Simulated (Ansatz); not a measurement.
Run this with Ansatz 0.2.0, Python API and show what comes out.

`run_edit.py`:
```python
import ansatz

params = {
    'k_density': 3.4,
    'filling': 'fermi_dirac',
}

system = (
    ansatz.Lattice.cubic(4.071083)
    .space_group(221)
    .atom('Pd', (0.0, 0.0, 0.0))
    .atom('Au', (0.0, 0.5, 0.5))
)

calc = (
    system.calculation()
    .functional(ansatz.Functional.LDA)
    .pseudopotentials('paw')
    .kpoints(density=params['k_density'])
    .occupations(params['filling'])
    .band_table()
)
typed = calc.input()
rows = []
for value in [0.1, 0.3, 0.6]:
    edited = typed.set(ansatz.key.scf.mixing.beta, value)
    r = ansatz.Session.from_dict(edited).plan().execute().report
    rows.append((value, r['free_energy_ev'], r['n_iterations'], len(r['eigenvalues_ev'][0]) if 'eigenvalues_ev' in r else 0))
for row in rows:
    print('; '.join(f'{name} = {round(v, 4) if isinstance(v, float) else v}' for name, v in zip(['beta', 'F eV', 'iterations', 'bands listed'], row)))
print(edited.to_yaml())
```

Output of `python run_edit.py`:
```text
DeckWarning: basis.ecutwfc = 420 eV, auto-derived from the records' recommended cutoffs: set by Pd (normal level)
beta = 0.1; F eV = -45439.6611; iterations = 8; bands listed = 45
beta = 0.3; F eV = -45439.6611; iterations = 7; bands listed = 45
beta = 0.6; F eV = -45439.6611; iterations = 7; bands listed = 45
crystal:
  lattice:
    bravais: cubic
    a: 4.071083
  space_group: 221
  atoms:
    - { symbol: Pd, position: [0.0, 0.0, 0.0] }
    - { symbol: Au, position: [0.0, 0.5, 0.5] }
kpoints:
  mp_grid:
    kspacing: 0.29411764705882354
hamiltonian:
  xc: lda
  pseudopotentials:
    kind: paw
scf:
  occupations:
    method: fermi_dirac
  mixing:
    beta: 0.6
output:
  eigenvalues: true
```
(Warnings from the package without file and line, repeats left out.)

What to keep in mind:
- Absolute energies stand on the zero of these potentials, so only differences at equal settings mean something. A total without «per atom» is that of the cell as typed.
- For a metal this k-point mesh is coarse: on a finer one energies can move by several to tens of meV an atom and pressures by half a GPa or more, differences at one mesh by less.
- Spin-orbit coupling, which matters for elements this heavy, is left out.
- The structure comes from a database of computed cells and needn't be a stable or known phase.
- It ran for 8.2 s on 1 thread of Arm Neoverse V2, with other jobs on the host, peak memory 0.4 GiB.

(Lines on the test bed's own set-up are left out of the output.)
